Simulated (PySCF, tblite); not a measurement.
**C4H15NOSi3: geometry, infrared bands and NMR shifts**

Wanted: the infrared bands and NMR shifts of C4H15NOSi3 (`N[SiH2][SiH2]O[C@H]1CC[SiH2]C1`), by calculation.

Programs: tblite 0.8.0 and PySCF 2.14.0, with density-fitted response routines of our own. Each step states its level of theory. These are calculated values for one molecule in the gas phase, unless marked as measured. Atoms are numbered from 0 throughout.

**1. The molecule as given**

24 atoms, charge 0, multiplicity 1; geometry from: force field or distance geometry start.

Bonds of the start (Å): N0–Si1 1.79, Si1–Si2 2.24, Si2–O3 1.71, O3–C4 1.37, C4–C5 1.51, C5–C6 1.51, C6–Si7 1.87, Si7–C8 1.89, C8–C4 1.51, N0–H9 1.05, N0–H10 1.06, Si1–H11 1.49, Si1–H12 1.44, Si2–H13 1.46, Si2–H14 1.46, C4–H15 1.11, C5–H16 1.11, C5–H17 1.12, C6–H18 1.10, C6–H19 1.11, Si7–H20 1.48, Si7–H21 1.47, C8–H22 1.10, C8–H23 1.09.

**2. Geometry optimisation with GFN2-xTB**

Job settings and geometry (Å):

```
{"job": {"kind": "relax", "xc": "GFN2-xTB", "basis": "xTB"}, "charge": 0, "multiplicity": 1}
N      4.729300    -0.406600    -0.491000
Si     3.120000    -0.953600    -1.053100
Si     1.626200     0.708900    -1.104800
O      0.649900     0.546200     0.284500
C     -0.687400     0.397500     0.052100
C     -1.282500    -0.908700     0.518300
C     -2.680200    -0.973600    -0.052000
Si    -3.234700     0.783500     0.281200
C     -1.529000     1.502100     0.642500
H      5.286200    -1.189500    -0.064200
H      4.620600     0.377900     0.212300
H      2.589600    -1.961700    -0.085000
H      3.125100    -1.609700    -2.333300
H      0.869800     0.603800    -2.346600
H      2.347800     1.973700    -1.086100
H     -0.864100     0.431300    -1.042700
H     -0.673200    -1.787800     0.214700
H     -1.402200    -0.929000     1.632200
H     -2.570300    -1.191100    -1.127000
H     -3.305300    -1.719000     0.479500
H     -3.826400     1.404900    -0.919900
H     -4.120500     0.898200     1.450800
H     -1.395600     2.419300     0.055800
H     -1.404900     1.602900     1.722700
```

Command:

```
> OMP_NUM_THREADS=1 python probes_run.py task.json out
```

This one command runs all jobs of the session in turn.

**Question.** This job is followed by: GFN2-xTB harmonic vibrations, gas phase; GIAO PBE0/pcSseg-1 NMR shielding, non-relativistic, gas phase. Predict these results of the whole session: strongest single infrared mode (GFN2-xTB); zero-point energy (GFN2-xTB); ¹³C shifts against TMS (PBE0/pcSseg-1); ¹H shifts against TMS (PBE0/pcSseg-1, means over atoms taken as alike); ¹⁵N shifts against NH3 (PBE0/pcSseg-1); ²⁹Si shifts against TMS (PBE0/pcSseg-1); ¹⁷O shifts against H2O (PBE0/pcSseg-1).

**Answer**, as computed:

| quantity | value |
| --- | --- |
| strongest single infrared mode (GFN2-xTB) | 2084 cm⁻¹, 596 km/mol |
| zero-point energy (GFN2-xTB) | 112.6 kcal/mol |
| ¹³C shifts against TMS (PBE0/pcSseg-1) | 81.3, 39.8, 16.9, 5.7 ppm |
| ¹H shifts against TMS (PBE0/pcSseg-1, means over atoms taken as alike) | 5.33, 5.25, 5.18, 5.00, 4.33, 4.27, 3.87, 2.22, 1.45, 1.35, 0.97, 0.78, 0.71, -0.44 ppm |
| ¹⁵N shifts against NH3 (PBE0/pcSseg-1) | -2.3 ppm |
| ²⁹Si shifts against TMS (PBE0/pcSseg-1) | -34.7, -38.3, -54.6 ppm |
| ¹⁷O shifts against H2O (PBE0/pcSseg-1) | 45.0 ppm |

The optimisation took 188 steps and gained 1.099 eV; among the close pairs (by a distance rule), Si2–O3 changed most, from 1.706 to 1.620 Å. No mode is imaginary among the 66: a minimum at this level. The strongest single mode, at 2084 cm⁻¹, moves mainly H11 and H14. Unscaled tight-binding wavenumbers are off by several per cent, some by more. Its intensities can rank the bands wrongly. At PBE0/pcSseg-1: The largest span, 149 ppm, is at Si2, where the paramagnetic term is -496 ppm.
